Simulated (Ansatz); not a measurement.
**CH₅InO: ionisation energy by level of theory**

Aim: the vertical ionisation energy of CH₅InO, as cation minus neutral at the neutral's geometry, on several levels, and how well −ε(HOMO) stands in for it.

Computed with Ansatz 0.2.0, Gaussian basis. Level: unrestricted cation, the program's frozen cores in correlated methods.

The runs, in order: UKS PBE-D4/def2-TZVPP; UKS r2SCAN-D4/def2-TZVPP; UKS PBE0-D4/def2-TZVPP; UKS B3LYP-D4/def2-TZVPP; UKS wB97X-V/def2-TZVPP; UKS wB97M-V/def2-TZVPP; UKS B2PLYP/def2-TZVPP; UHF-CCSD(T)/def2-TZVPP; UHF-MP2/def2-QZVPP; extrapolation to the limit; then −ε(HOMO) from the neutral's earlier runs with LDA (SPW92), PBE-D4, revPBE-D4, BLYP-D4, r2SCAN-D4, B97M-V, PBE0-D4, B3LYP-D4, r2SCANh-D4, r2SCAN0-D4, HSE06-D4, BHLYP-D4, CAM-B3LYP-D4, LC-ωPBE, ωB97X-V, ωB97M-V.

1 further run of the same task is left out (for a known fault of the program).

## Step 1: Structure used throughout

The geometry comes from an earlier relaxation with PBE0-D4 in a triple-zeta def2 set; it is a stationary point, not always the lowest conformer. In takes the def2 core potential; no spin-orbit term is included.

8 atoms, charge 0, spin multiplicity 1.

Atoms are counted from 1 here; the program's logs count them from 0.

Bond lengths: C1–O2 1.398 Å, C1–H4 1.098 Å, C1–H5 1.101 Å, C1–H6 1.098 Å, O2–In3 1.987 Å, In3–H7 1.713 Å, In3–H8 1.703 Å. Angles: O2–C1–H4 110.4°, O2–C1–H5 113.8°, O2–C1–H6 110.4°, H4–C1–H5 107.3°, H4–C1–H6 107.4°, H5–C1–H6 107.3°, C1–O2–In3 123.8°, O2–In3–H7 112.1°, O2–In3–H8 111.6°, H7–In3–H8 136.3°.

## Step 2: Cation, UKS PBE-D4/def2-TZVPP

in.yaml

```yaml
crystal:
  periodic: [false, false, false]
  atoms:
    - {symbol: C, position_ang: [-0.599876, 1.070029, -0.393565]}
    - {symbol: O, position_ang: [-0.772833, -0.170293, 0.227097]}
    - {symbol: In, position_ang: [0.705187, -1.456603, 0.556939]}
    - {symbol: H, position_ang: [-1.220779, 1.135606, -1.296630]}
    - {symbol: H, position_ang: [0.439320, 1.274031, -0.695120]}
    - {symbol: H, position_ang: [-0.910056, 1.881009, 0.278382]}
    - {symbol: H, position_ang: [2.211226, -0.867397, -0.008997]}
    - {symbol: H, position_ang: [0.147801, -2.866382, 1.331893]}
basis:
  gaussian: {orbitals: def2-TZVPP}
total_charge: 1
magnetization: {spin_polarized: true, initial_magnetization: 1}
hamiltonian: {xc: pbe, dispersion: d4}
```

The run is started by

```
$ ansatz run in.yaml --threads 4 --pin off --events-out ev --progress --plain --max-ram 10444MiB
```

What it wrote:

```text
Functional definition: PBE
  name "PBE"
  cite "Perdew, Burke & Ernzerhof, Phys. Rev. Lett. 77, 3865 (1996) doi:10.1103/PhysRevLett.77.3865"
  parent pbe
  parameter kappa = 0.804
  parameter beta = 0.06672455060314922
  exchange = pbe_x(kappa = kappa, mu = beta*pi^2/3)
  correlation = pbe_c(beta = beta)
1014 factors; their error is unknown
mean field evaluation 1: about -8299.5879 eV, gradient 8.0e1 eV
mean field evaluation 2: about -7992.6404 eV, gradient 1.9e2 eV
mean field evaluation 4: about -8318.0990 eV, gradient 4.7e1 eV
mean field evaluation 8: about -8326.7010 eV, gradient 6.7e0 eV
mean field evaluation 16: about -8327.0095 eV, gradient 1.4e-2 eV
mean field evaluation 32: about -8326.8170 eV, gradient 4.8e0 eV
mean field -8326.99218062 eV, -306.0113183999 hartree, gradient 1.0e-5 eV, S^2 0.753516; 6 other end points of the search recorded, 0 dependent functions left out
reference -8326.99222287 eV, -306.0113199524 hartree; 20, 19 occupied and 162, 163 virtual orbitals, 1014 factors
Total energy: -8327.08758110 eV, -306.0148243027 hartree
```

Wall time 7.5 s (4 threads of Arm Neoverse V2, shared host); peak memory 0.38 GiB.

Less the neutral's -8336.4548 eV (earlier run), this gives 9.367 eV. ⟨S²⟩ = 0.754.

## Step 3: Cation, UKS r2SCAN-D4/def2-TZVPP

Changes to in.yaml since step 2:

```diff
@@ -15,2 +15,2 @@
 magnetization: {spin_polarized: true, initial_magnetization: 1}
-hamiltonian: {xc: pbe, dispersion: d4}
+hamiltonian: {xc: r2scan, dispersion: d4}
```

The command is unchanged.

What it wrote:

```text
Functional definition: r2SCAN
  name "r2SCAN"
  cite "Furness, Kaplan, Ning, Perdew & Sun, J. Phys. Chem. Lett. 11, 8208 (2020) doi:10.1021/acs.jpclett.0c02405"
  cite "Furness, Kaplan, Ning, Perdew & Sun, J. Phys. Chem. Lett. 11, 9248 (2020) doi:10.1021/acs.jpclett.0c03077"
  parent r2scan
  parameter k0 = 0.174
  parameter k1 = 0.065
  parameter a1 = 4.9479
  exchange = r2scan_x(k0 = k0, k1 = k1, a1 = a1)
  correlation = r2scan_c
1014 factors; their error is unknown
mean field evaluation 1: about -8306.8514 eV, gradient 7.5e1 eV
mean field evaluation 2: about -8039.7273 eV, gradient 1.7e2 eV
mean field evaluation 4: about -8325.7040 eV, gradient 3.6e1 eV
mean field evaluation 8: about -8330.9666 eV, gradient 6.0e-1 eV
mean field evaluation 16: about -8330.9551 eV, gradient 1.3e-2 eV
mean field evaluation 32: about -8330.9596 eV, gradient 7.8e-5 eV
mean field evaluation 64: about -8330.9295 eV, gradient 2.0e0 eV
mean field -8330.95960264 eV, -306.1571184698 hartree, gradient 5.3e-6 eV, S^2 0.756301; 6 other end points of the search recorded, 0 dependent functions left out
reference -8330.95961673 eV, -306.1571189876 hartree; 20, 19 occupied and 162, 163 virtual orbitals, 1014 factors
Total energy: -8330.98154421 eV, -306.1579248076 hartree
```

Wall time 21 s (4 threads of Arm Neoverse V2, shared host); peak memory 0.47 GiB.

The neutral molecule at this level: -8340.3596 eV. Difference: 9.378 eV. ⟨S²⟩ = 0.756.

## Step 4: Cation, UKS PBE0-D4/def2-TZVPP

Changes to in.yaml since step 3:

```diff
@@ -15,2 +15,2 @@
 magnetization: {spin_polarized: true, initial_magnetization: 1}
-hamiltonian: {xc: r2scan, dispersion: d4}
+hamiltonian: {xc: pbe0, dispersion: d4}
```

The command is unchanged.

What it wrote:

```text
Functional definition: PBE0
  name "PBE0"
  cite "Adamo & Barone, J. Chem. Phys. 110, 6158 (1999) doi:10.1063/1.478522"
  cite "Perdew, Burke & Ernzerhof, Phys. Rev. Lett. 77, 3865 (1996) doi:10.1103/PhysRevLett.77.3865"
  parent pbe
  parameter a = 0.25
  parameter kappa = 0.804
  parameter beta = 0.06672455060314922
  exchange = (1 - a)*pbe_x(kappa = kappa, mu = beta*pi^2/3) + a*exact_x
  correlation = pbe_c(beta = beta)
1107 factors; their error is unknown
mean field evaluation 1: about -8305.5421 eV, gradient 7.0e1 eV
mean field evaluation 2: about -8074.1010 eV, gradient 1.7e2 eV
mean field evaluation 4: about -8323.1202 eV, gradient 3.1e1 eV
mean field evaluation 8: about -8327.0329 eV, gradient 3.6e-1 eV
mean field evaluation 16: about -8327.0777 eV, gradient 6.0e-4 eV
mean field evaluation 32: about -8327.0777 eV, gradient 3.8e-5 eV
mean field -8327.07769356 eV, -306.0144609423 hartree, gradient 1.7e-6 eV, S^2 0.755158; 4 other end points of the search recorded, 0 dependent functions left out
reference -8327.07772444 eV, -306.0144620773 hartree; 20, 19 occupied and 162, 163 virtual orbitals, 1107 factors
Total energy: -8327.15788608 eV, -306.0174079631 hartree
```

Wall time 8.5 s (4 threads of Arm Neoverse V2, shared host); peak memory 0.63 GiB.

The neutral molecule at this level: -8336.5742 eV. Difference: 9.416 eV. ⟨S²⟩ = 0.755.

## Step 5: Cation, UKS B3LYP-D4/def2-TZVPP

Changes to in.yaml since step 4:

```diff
@@ -15,2 +15,2 @@
 magnetization: {spin_polarized: true, initial_magnetization: 1}
-hamiltonian: {xc: pbe0, dispersion: d4}
+hamiltonian: {xc: {name: B3LYP}, dispersion: d4}
```

Launched as before.

What it wrote:

```text
Functional definition: B3LYP
  name "B3LYP"
  cite "Stephens, Devlin, Chabalowski & Frisch, J. Phys. Chem. 98, 11623 (1994) doi:10.1021/j100096a001"
  cite "Becke, Phys. Rev. A 38, 3098 (1988) doi:10.1103/PhysRevA.38.3098"
  cite "Lee, Yang & Parr, Phys. Rev. B 37, 785 (1988) doi:10.1103/PhysRevB.37.785"
  cite "Vosko, Wilk & Nusair, Can. J. Phys. 58, 1200 (1980) doi:10.1139/p80-159"
  parameter a0 = 0.2
  parameter ax = 0.72
  parameter ac = 0.81
  exchange = (1 - a0 - ax)*slater_x + ax*b88_x + a0*exact_x
  correlation = (1 - ac)*vwn_rpa_c + ac*lyp_c
1091 factors; their error is unknown
mean field evaluation 1: about -8309.0360 eV, gradient 7.4e1 eV
mean field evaluation 2: about -8054.3312 eV, gradient 1.7e2 eV
mean field evaluation 4: about -8328.3694 eV, gradient 3.3e1 eV
mean field evaluation 8: about -8332.6623 eV, gradient 3.6e-1 eV
mean field evaluation 16: about -8332.6946 eV, gradient 1.1e-3 eV
mean field evaluation 32: about -8332.6946 eV, gradient 4.4e-6 eV
mean field -8332.69458750 eV, -306.2208779875 hartree, gradient 4.4e-6 eV, S^2 0.754648; 5 other end points of the search recorded, 0 dependent functions left out
reference -8332.69483719 eV, -306.2208871632 hartree; 20, 19 occupied and 162, 163 virtual orbitals, 1091 factors
Total energy: -8332.85018581 eV, -306.2265961199 hartree
```

Wall time 10 s (4 threads of Arm Neoverse V2, shared host); peak memory 0.6 GiB.

The neutral molecule at this level: -8342.3888 eV. Difference: 9.539 eV. ⟨S²⟩ = 0.755.

## Step 6: Cation, UKS wB97X-V/def2-TZVPP

Changes to in.yaml since step 5:

```diff
@@ -15,2 +15,2 @@
 magnetization: {spin_polarized: true, initial_magnetization: 1}
-hamiltonian: {xc: {name: B3LYP}, dispersion: d4}
+hamiltonian: {xc: {name: wB97X-V}}
```

Launched as before.

What it wrote:

```text
Functional definition: wB97X-V
  name "wB97X-V"
  cite "Mardirossian & Head-Gordon, Phys. Chem. Chem. Phys. 16, 9904 (2014) doi:10.1039/C3CP54374A"
  cite "Becke, J. Chem. Phys. 107, 8554 (1997) doi:10.1063/1.475007"
  cite "Vydrov & Van Voorhis, J. Chem. Phys. 133, 244103 (2010) doi:10.1063/1.3521275"
  parameter omega = 0.3/bohr
  parameter cx = 0.167
  parameter cx1 = 0.603
  parameter cx2 = 1.194
  parameter css0 = 0.556
  parameter css1 = -0.257
  parameter cos0 = 1.219
  parameter cos1 = -1.850
  parameter b = 6.0
  parameter c = 0.01
  exchange = spin_sum(e_x_unif_sr(omega)*poly(b97_u_x, 1 - cx, cx1, cx2)) + cx*exact_x_sr(omega) + exact_x_lr(omega)
  correlation = spin_sum(e_c_pw_same_spin*poly(b97_u_same, css0, css1))
      + integral(e_c_pw_opposite_spin*poly(b97_u_opposite, cos0, cos1)) + vv10(b, c)
1078 factors; their error is unknown
258 factors; integrals over basis functions are off by at most 2.2e-5 eV
mean field evaluation 1: about -8311.0593 eV, gradient 6.4e1 eV
mean field evaluation 2: about -8177.9809 eV, gradient 1.5e2 eV
mean field evaluation 4: about -8327.0996 eV, gradient 7.9e0 eV
mean field evaluation 8: about -8327.7184 eV, gradient 3.3e0 eV
mean field evaluation 16: about -8328.8393 eV, gradient 1.0e-1 eV
mean field evaluation 32: about -8329.0728 eV, gradient 7.1e-6 eV
mean field -8329.07283317 eV, -306.0877809707 hartree, gradient 6.6e-6 eV, S^2 0.754656; 2 other end points of the search recorded, 0 dependent functions left out
reference -8329.07283118 eV, -306.0877808977 hartree; 20, 19 occupied and 162, 163 virtual orbitals, 1078 factors
Total energy: -8329.07283118 eV, -306.0877808977 hartree
```

It took 22 s on 4 threads of Arm Neoverse V2, shared host; peak memory 0.81 GiB.

The neutral molecule at this level: -8338.5718 eV. Difference: 9.499 eV. ⟨S²⟩ = 0.755.

## Step 7: Cation, UKS wB97M-V/def2-TZVPP

Changes to in.yaml since step 6:

```diff
@@ -15,2 +15,2 @@
 magnetization: {spin_polarized: true, initial_magnetization: 1}
-hamiltonian: {xc: {name: wB97X-V}}
+hamiltonian: {xc: {name: wB97M-V}}
```

Same command.

What it wrote:

```text
Functional definition: wB97M-V
  name "wB97M-V"
  cite "Mardirossian & Head-Gordon, J. Chem. Phys. 144, 214110 (2016) doi:10.1063/1.4952647"
  cite "Becke, J. Chem. Phys. 107, 8554 (1997) doi:10.1063/1.475007"
  cite "Vydrov & Van Voorhis, J. Chem. Phys. 133, 244103 (2010) doi:10.1063/1.3521275"
  # Of w^i u^j: cxij and so on, Table III.
  parameter omega = 0.3/bohr
  parameter cx = 0.15
  parameter cx01 = 1.007
  parameter cx10 = 0.259
  parameter css00 = 0.443
  parameter css04 = -1.437
  parameter css10 = -4.535
  parameter css20 = -3.390
  parameter css43 = 4.278
  parameter cos00 = 1.000
  parameter cos10 = 1.358
  parameter cos20 = 2.924
  parameter cos21 = -8.812
  parameter cos60 = -1.390
  parameter cos61 = 9.142
  parameter b = 6.0
  parameter c = 0.01
  gx(w, u) = 1 - cx + cx01*u + cx10*w
  gss(w, u) = css00 + css04*u^4 + css10*w + css20*w^2 + css43*w^4*u^3
  gos(w, u) = cos00 + cos10*w + (cos20 + cos21*u)*w^2 + (cos60 + cos61*u)*w^6
  exchange = spin_sum(e_x_unif_sr(omega)*gx(b97_w, b97_u_x)) + cx*exact_x_sr(omega) + exact_x_lr(omega)
  correlation = spin_sum(e_c_pw_mod_same_spin*gss(b97_w, b97_u_same))
      + integral(e_c_pw_mod_opposite_spin*gos(b97_w_opposite, b97_u_opposite)) + vv10(b, c)
1050 factors; their error is unknown
258 factors; integrals over basis functions are off by at most 2.2e-5 eV
mean field evaluation 1: about -8309.3039 eV, gradient 6.5e1 eV
mean field evaluation 2: about -8170.4448 eV, gradient 1.5e2 eV
mean field evaluation 4: about -8325.6847 eV, gradient 8.8e0 eV
mean field evaluation 8: about -8326.4118 eV, gradient 3.5e0 eV
mean field evaluation 16: about -8327.4929 eV, gradient 3.4e-1 eV
mean field evaluation 32: about -8327.6957 eV, gradient 1.3e-5 eV
mean field -8327.69566913 eV, -306.0371711256 hartree, gradient 4.8e-6 eV, S^2 0.754305; 2 other end points of the search recorded, 0 dependent functions left out
reference -8327.69571971 eV, -306.0371729843 hartree; 20, 19 occupied and 162, 163 virtual orbitals, 1050 factors
Total energy: -8327.69571971 eV, -306.0371729843 hartree
```

Wall time 39 s (4 threads of Arm Neoverse V2, shared host); peak memory 0.85 GiB.

Less the neutral's -8337.1997 eV (earlier run), this gives 9.504 eV. ⟨S²⟩ = 0.754.

(Part 1 of 2 ends here.)
